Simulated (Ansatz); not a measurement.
# Sn2GeO3: the cost of one run

Program: Ansatz 0.2.0. Level of theory: DFT PBE, scalar-relativistic, plane waves, PAW. These are calculated values, not measurements.

1 further run of the same task is left out (set aside as unsound or not needed). Runs told in other sessions of the task aren't counted.

### Step 1. The structure to begin with

The structure is orthorhombic, space group Pmn2_1 (No. 31). The conventional cell has a = 3.497 Å, b = 14.889 Å, c = 4.190 Å, α = 90.00°, β = 90.00°, γ = 90.00°. Around Sn (site symmetry m) lie 4 O at 2.20 to 2.32 Å. Ge (site symmetry m) is surrounded by 3 O at 1.90 to 2.07 Å. O (site symmetry m) has 4 Sn at 2.20 to 2.32 Å in its first shell of neighbours. O (site symmetry m) has 3 Ge at 1.90 to 2.07 Å in its first shell of neighbours.

Structure file:

```
CELL_PARAMETERS angstrom
3.49698 0.00000 0.00000
0.00000 14.88901 0.00000
0.00000 0.00000 4.18987
ATOMIC_POSITIONS crystal
Sn 0.50000 0.40311 0.00675
Sn 0.50000 0.75283 0.00770
Sn 0.00000 0.59689 0.50675
Sn 0.00000 0.24717 0.50770
Ge 0.50000 0.06772 0.92745
Ge 0.00000 0.93228 0.42745
O 0.50000 0.33661 0.50673
O 0.50000 0.68620 0.50631
O 0.50000 0.99910 0.54450
O 0.00000 0.31380 0.00631
O 0.00000 0.66339 0.00673
O 0.00000 0.00090 0.04450
```

It is the end of an earlier relaxation with the same method, from a generated guess; it is a trial structure. At a tolerance of 0.02 Å it has space group Pmn2_1 (No. 31); it has 18.18 Å³/atom, an uncorrected energy of -1.19 eV/atom over the elements.

### Step 2. Bands, states and charges

Contents of input.yaml:

```yaml
crystal:
  lattice:
    - [3.4969798787, 0.0, 0.0]
    - [0.0, 14.8890137303, 0.0]
    - [0.0, 0.0, 4.1898723211]
  atoms:
    - { symbol: Sn, position: [0.5, 0.4031091578, 0.0067549816] }
    - { symbol: Sn, position: [0.5, 0.7528280699, 0.0076988137] }
    - { symbol: Sn, position: [0.0, 0.5968908422, 0.5067549816] }
    - { symbol: Sn, position: [0.0, 0.2471719301, 0.5076988137] }
    - { symbol: Ge, position: [0.5, 0.0677249581, 0.9274515685] }
    - { symbol: Ge, position: [0.0, 0.9322750419, 0.4274515685] }
    - { symbol: O, position: [0.5, 0.3366069827, 0.5067346184] }
    - { symbol: O, position: [0.5, 0.6862006024, 0.5063104325] }
    - { symbol: O, position: [0.5, 0.9990966156, 0.5444989509] }
    - { symbol: O, position: [0.0, 0.3137993976, 0.0063104325] }
    - { symbol: O, position: [0.0, 0.6633930173, 0.0067346184] }
    - { symbol: O, position: [0.0, 0.0009033844, 0.0444989509] }
basis:
  ecutwfc: 420
kpoints:
  mp_grid: { grid: [8, 2, 8] }
  band_path:
    path:
      - [[0.0, 0.0, 0.0], [0.5, 0.0, 0.0], [0.5, 0.5, 0.0], [0.0, 0.5, 0.0], [0.0, 0.0, 0.0], [0.0, 0.0, 0.5], [0.5, 0.0, 0.5], [0.5, 0.5, 0.5], [0.0, 0.5, 0.5], [0.0, 0.0, 0.5]]
      - [[0.5, 0.0, 0.0], [0.5, 0.0, 0.5]]
      - [[0.0, 0.5, 0.0], [0.0, 0.5, 0.5]]
      - [[0.5, 0.5, 0.0], [0.5, 0.5, 0.5]]
    npoints: 10
hamiltonian:
  xc: pbe
scf:
  occupations: { method: gaussian, width: 0.02 }
  n_extra_bands: 30
output:
  forces: true
  stress: true
  eigenvalues: true
  populations: true
  dos: { projected: true, de: 0.02, nscf_kmesh: { grid: [12, 3, 12] } }
  bader: false
  write_density: true
  write_potential: true
  elf: true
  volumetric_format: npy
```

Started as:

```console
$ ansatz run input.yaml --threads 4 --pin off --max-ram 8192MiB --backend cpu --events-out ev --progress --plain --runs-dir out
```

Q: Estimate wall time and peak memory on 4 threads of Arm Neoverse V1, shared host.

About 2.4 min, with a peak of 1.8 GiB.
